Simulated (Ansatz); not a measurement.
**CH3BZn: single points off equilibrium**

An exercise on one series of results from a longer session: the logs are not shown, and one member is left open.

Computed with Ansatz 0.2.0, Gaussian basis. Level: single points in def2-TZVPP.

Cores are frozen in the correlated methods. The 3s and 3p shells of Cu and Zn are frozen; filled d shells are correlated.

1 further run of the same task is left out (it didn't finish).

### The starting structure

SMILES `B=[CH][ZnH]`, 6 atoms, charge 0, spin multiplicity 1.

Atoms are counted from 1 here; the program's logs count them from 0.

Bond lengths: B1–C2 1.359 Å, B1–H4 1.211 Å, C2–Zn3 1.972 Å, C2–H5 1.055 Å, Zn3–H6 1.467 Å. Angles: C2–B1–H4 177.7°, B1–C2–Zn3 110.7°, B1–C2–H5 136.1°, Zn3–C2–H5 113.3°, C2–Zn3–H6 173.2°.

Geometry (Å):

```mol
CH3BZn
  3D, bonds by distance, orders not assigned

  6  5  0  0  0  0  0  0  0  0999 V2000
   -0.1322    1.2553    0.5569 B   0  0
    0.4824    0.4543   -0.3532 C   0  0
   -0.2214   -1.3852   -0.2491 Zn  0  0
   -0.6666    1.9386    1.4020 H   0  0
    1.2275    0.5745   -1.0909 H   0  0
   -0.7189   -2.7619   -0.3431 H   0  0
  1  2  8  0
  1  4  8  0
  2  3  8  0
  2  5  8  0
  3  6  8  0
M  END
```

The first run:

Contents of run/in.yaml:

```yaml
crystal:
  periodic: [false, false, false]
  atoms:
    - {symbol: B, position_ang: [-0.132229, 1.255349, 0.556920]}
    - {symbol: C, position_ang: [0.482383, 0.454266, -0.353213]}
    - {symbol: Zn, position_ang: [-0.221401, -1.385184, -0.249138]}
    - {symbol: H, position_ang: [-0.666640, 1.938618, 1.402029]}
    - {symbol: H, position_ang: [1.227486, 0.574494, -1.090920]}
    - {symbol: H, position_ang: [-0.718933, -2.761928, -0.343067]}
basis:
  gaussian: {orbitals: def2-TZVPP}
hamiltonian: {xc: pbe, dispersion: d4}
output: {forces: true}
```

The run is started by

```bash
ansatz run in.yaml --threads 2 --pin off --events-out ev --progress --plain --max-ram 3481MiB
```

Steps of the session up to this table: PBE-D4/def2-TZVPP; r2SCAN-D4/def2-TZVPP; PBE0-D4/def2-TZVPP; wB97M-V/def2-TZVPP; CCSD(T)/def2-TZVPP.

One of the session's tables, all rows but one given; the rest of the session is left out.

| method | RMS force component (eV/Å) | angle to CCSD(T) forces (°) | dipole (D) |
| --- | --- | --- | --- |
| PBE-D4 | ? | ? | ? |
| r2SCAN-D4 | 0.640 | 13.9 | 0.23 |
| PBE0-D4 | 0.651 | 17.5 | 0.26 |
| wB97M-V | 0.640 | 20.0 | 0.29 |
| CCSD(T) | 0.621 | reference | 0.25 |

**Question.** Estimate the row for PBE-D4.

**Answer.** RMS force component (eV/Å): 0.663; angle to CCSD(T) forces (°): 10.5; dipole (D): 0.19. In the column «RMS force component (eV/Å)» it is the highest.
